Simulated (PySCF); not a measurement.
# C6H14O (propyl ether) at 4 levels

Wanted: a comparison of 4 runs (B2PLYP/def2-SVP, CAM-B3LYP/def2-SVP, M06-2X/def2-SVP, wB97X/def2-SVP) of C6H14O (propyl ether). Input form: a Python script.

Program for the calculation: PySCF 2.14.0.

### 1 The structure to begin with

The species is C6H14O (21 atoms), meant as a singlet with charge 0. SMILES: `CCCOCCC`. The shape is that of a PBE0-D4/def2-TZVP optimisation. This is one conformer, not always the lowest.

Some bond lengths: C1–C2 1.519 Å, C2–C3 1.519 Å, C3–O4 1.405 Å, O4–C5 1.405 Å, C5–C6 1.511 Å, C6–C7 1.518 Å, C1–H8 1.094 Å, C1–H9 1.094 Å, C1–H10 1.092 Å, C2–H11 1.094 Å, C2–H12 1.095 Å, C3–H13 1.094 Å, C3–H14 1.102 Å, C5–H15 1.103 Å, C5–H16 1.100 Å, C6–H17 1.094 Å. Some angles: C1–C2–C3 111.5°, C2–C3–O4 114.4°, C3–O4–C5 114.4°, O4–C5–C6 109.0°, C5–C6–C7 112.1°, C1–C2–H11 109.6°, C1–C2–H12 110.4°, C3–C2–H11 110.0°, C3–C2–H12 108.4°, C2–C1–H8 111.3°.

### 2 A single-point energy at B2PLYP/def2-SVP (run 1)

The input, input.py:

```python
from pyscf import gto, dft, mp

molecule = gto.M(
    atom='''
C     -1.210785    -6.401258    -0.506711
C     -0.668774    -3.670869    -1.207176
C      1.292421    -2.507723     0.535889
O      2.024086    -0.042727    -0.129049
C      0.221740     1.823264     0.433409
C      1.364042     4.393802    -0.052856
C     -0.485433     6.518308     0.493937
H     -1.937555    -6.550962     1.422378
H      0.499908    -7.555711    -0.617922
H     -2.612943    -7.238464    -1.767215
H     -2.420985    -2.575016    -1.133552
H      0.029763    -3.549227    -3.150306
H      3.020293    -3.642787     0.478857
H      0.597720    -2.538885     2.499427
H     -0.365568     1.663016     2.426465
H     -1.488348     1.587540    -0.725768
H      3.060506     4.593244     1.112028
H      1.988086     4.471923    -2.022706
H     -2.173298     6.369964    -0.689429
H      0.367401     8.361849     0.134000
H     -1.102277     6.490737     2.466282
''',
    max_memory=1860,
    basis='def2-svp',
    unit='bohr',
    spin=0,
    verbose=4,
)

myscf = dft.RKS(molecule, xc='0.53*HF + 0.47*B88, 0.73*LYP')
myscf.conv_tol = 1e-10
myscf.grids.level = 5
myscf.kernel()
if not myscf.converged:
    myscf = myscf.newton().run(myscf.mo_coeff, myscf.mo_occ)

pt = mp.MP2(myscf, frozen=7).run()
energy = myscf.e_tot + 0.27 * pt.e_corr
print('PT2 part  %.8f' % (0.27 * pt.e_corr))
print(f'total energy: {energy:.8f} hartree')
```

Command:

```console
OMP_NUM_THREADS=1 python input.py
```

What it wrote:

```text
PySCF version 2.14.0

[... 91 lines left out ...]
converged SCF energy = -311.349821577515
[... 1 line left out ...]
******** <class 'pyscf.mp.mp2.RMP2'> ********
nocc = 22, nmo = 161
frozen orbitals 7
E(RMP2) = -312.620062310161  E_corr = -1.27024073264529
E(SCS-RMP2) = -312.618336846574  E_corr = -1.26851526905869
E_corr(same-spin) = -0.295123396287293
E_corr(oppo-spin) = -0.975117336357997
PT2 part  -0.34296500
total energy: -311.69278658 hartree
```

Run time: 87 s. Hardware: 1 thread of Intel Xeon at 2.70GHz, shared host; peak memory 1.4 GiB.

### 3 The energy at CAM-B3LYP/def2-SVP (run 2)

The input, job.py:

```python
from pyscf import gto, dft

mol = gto.M(
    atom='''
C     -0.640720    -3.387400    -0.268140
C     -0.353900    -1.942540    -0.638810
C      0.683920    -1.327030     0.283580
O      1.071100    -0.022610    -0.068290
C      0.117340     0.964830     0.229350
C      0.721820     2.325100    -0.027970
C     -0.256880     3.449340     0.261380
H     -1.025310    -3.466620     0.752690
H      0.264540    -3.998310    -0.326990
H     -1.382710    -3.830430    -0.935170
H     -1.281130    -1.362640    -0.599850
H      0.015750    -1.878170    -1.667070
H      1.598270    -1.927680     0.253400
H      0.316300    -1.343520     1.322640
H     -0.193450     0.880030     1.284030
H     -0.787600     0.840090    -0.384060
H      1.619550     2.430640     0.588460
H      1.052050     2.366440    -1.070370
H     -1.150060     3.370840    -0.364830
H      0.194420     4.424900     0.070910
H     -0.583300     3.434750     1.305100
''',
    basis='def2-svp',
    max_memory=1860,
    spin=0,
    verbose=3,
)

mf = dft.RKS(mol, xc='cam-b3lyp')
mf.conv_tol = 1e-10
mf.grids.level = 5
mf.kernel()
if not mf.converged:
    mf = mf.newton().run(mf.mo_coeff, mf.mo_occ)

energy = mf.e_tot
print('E = %.10f Eh' % energy)
```

Command:

```console
OMP_NUM_THREADS=1 python job.py
```

What it wrote:

```text
converged SCF energy = -311.880855249718
E = -311.8808552497 Eh
```

Run time: 2.2 min. Hardware: 1 thread of Intel Xeon at 2.70GHz, shared host; peak memory 1.4 GiB.

### 4 A single-point energy at M06-2X/def2-SVP (run 3)

The input, run.py:

```python
from pyscf import gto, dft

mol = gto.M(
    atom='''
C       -0.640720      -3.387400      -0.268140
C       -0.353900      -1.942540      -0.638810
C        0.683920      -1.327030       0.283580
O        1.071100      -0.022610      -0.068290
C        0.117340       0.964830       0.229350
C        0.721820       2.325100      -0.027970
C       -0.256880       3.449340       0.261380
H       -1.025310      -3.466620       0.752690
H        0.264540      -3.998310      -0.326990
H       -1.382710      -3.830430      -0.935170
H       -1.281130      -1.362640      -0.599850
H        0.015750      -1.878170      -1.667070
H        1.598270      -1.927680       0.253400
H        0.316300      -1.343520       1.322640
H       -0.193450       0.880030       1.284030
H       -0.787600       0.840090      -0.384060
H        1.619550       2.430640       0.588460
H        1.052050       2.366440      -1.070370
H       -1.150060       3.370840      -0.364830
H        0.194420       4.424900       0.070910
H       -0.583300       3.434750       1.305100
''',
    max_memory=1860,
    charge=0,
    verbose=3,
    basis='def2-svp',
)

mf = dft.RKS(mol, xc='m06-2x')
mf.conv_tol = 1e-10
mf.grids.level = 5
mf.kernel()
if not mf.converged:
    mf = mf.newton().run(mf.mo_coeff, mf.mo_occ)

e_final = mf.e_tot
print('Final energy', e_final)
```

Command:

```console
OMP_NUM_THREADS=1 python run.py
```

What it wrote:

```text
converged SCF energy = -311.88468523625
Final energy -311.8846852362504
```

It took 2.3 min on 1 thread of Intel Xeon at 2.70GHz, shared host; peak memory 1.5 GiB.

### 5 A single-point energy at wB97X/def2-SVP (run 4)

The input, start.xyz:

```xyz
21
C6H14O
C     -0.640720    -3.387400    -0.268140
C     -0.353900    -1.942540    -0.638810
C      0.683920    -1.327030     0.283580
O      1.071100    -0.022610    -0.068290
C      0.117340     0.964830     0.229350
C      0.721820     2.325100    -0.027970
C     -0.256880     3.449340     0.261380
H     -1.025310    -3.466620     0.752690
H      0.264540    -3.998310    -0.326990
H     -1.382710    -3.830430    -0.935170
H     -1.281130    -1.362640    -0.599850
H      0.015750    -1.878170    -1.667070
H      1.598270    -1.927680     0.253400
H      0.316300    -1.343520     1.322640
H     -0.193450     0.880030     1.284030
H     -0.787600     0.840090    -0.384060
H      1.619550     2.430640     0.588460
H      1.052050     2.366440    -1.070370
H     -1.150060     3.370840    -0.364830
H      0.194420     4.424900     0.070910
H     -0.583300     3.434750     1.305100
```

The input, calc.py:

```python
from pyscf import gto, dft

mol = gto.M(
    atom='start.xyz',
    verbose=4,
    max_memory=1860,
    basis='def2-svp',
    charge=0,
)

mf = dft.RKS(mol, xc='wb97x')
mf.grids.level = 5
mf.conv_tol = 1e-10
mf.kernel()
if not mf.converged:
    mf = mf.newton().run(mf.mo_coeff, mf.mo_occ)

etot = mf.e_tot
print(f'total energy: {etot:.8f} hartree')
```

Command:

```console
OMP_NUM_THREADS=1 python calc.py
```

What it wrote:

```text
PySCF version 2.14.0

[... 88 lines left out ...]
converged SCF energy = -311.978032071819
total energy: -311.97803207 hartree
```

Run time: 2.3 min. Hardware: 1 thread of Intel Xeon at 2.70GHz, shared host; peak memory 1.4 GiB.

### 6 The series

```csv
run,level,frozen core orbitals,energy (Eh),dipole moment (D),HOMO energy (eV),LUMO energy (eV),wall time
1,B2PLYP/def2-SVP,7,-311.692787,1.24,-8.62,2.85,87 s
2,CAM-B3LYP/def2-SVP,–,-311.880855,1.17,-8.52,2.73,2.2 min
3,M06-2X/def2-SVP,–,-311.884685,1.20,-8.65,2.64,2.3 min
4,wB97X/def2-SVP,–,-311.978032,1.18,-9.55,3.95,2.3 min
```

### 7 What came out

| quantity | value |
| --- | --- |
| run 4: total energy | -311.97803 Eh |
| run 4: dipole moment | 1.18 D |
| run 4: HOMO energy | -9.55 eV |
| run 4: LUMO energy | 3.95 eV |
| run 4: HOMO–LUMO gap | 13.50 eV |

**Reading.** The dipole moment (its size) runs from 1.17 D (CAM-B3LYP/def2-SVP) to 1.24 D (B2PLYP/def2-SVP). A double hybrid's value is that of its SCF part. The HOMO–LUMO gap runs from 11.24 eV (CAM-B3LYP/def2-SVP) to 13.50 eV (wB97X/def2-SVP). Totals of different functionals can't be ranked against each other. All runs together took 8.3 min, the longest 2.3 min.
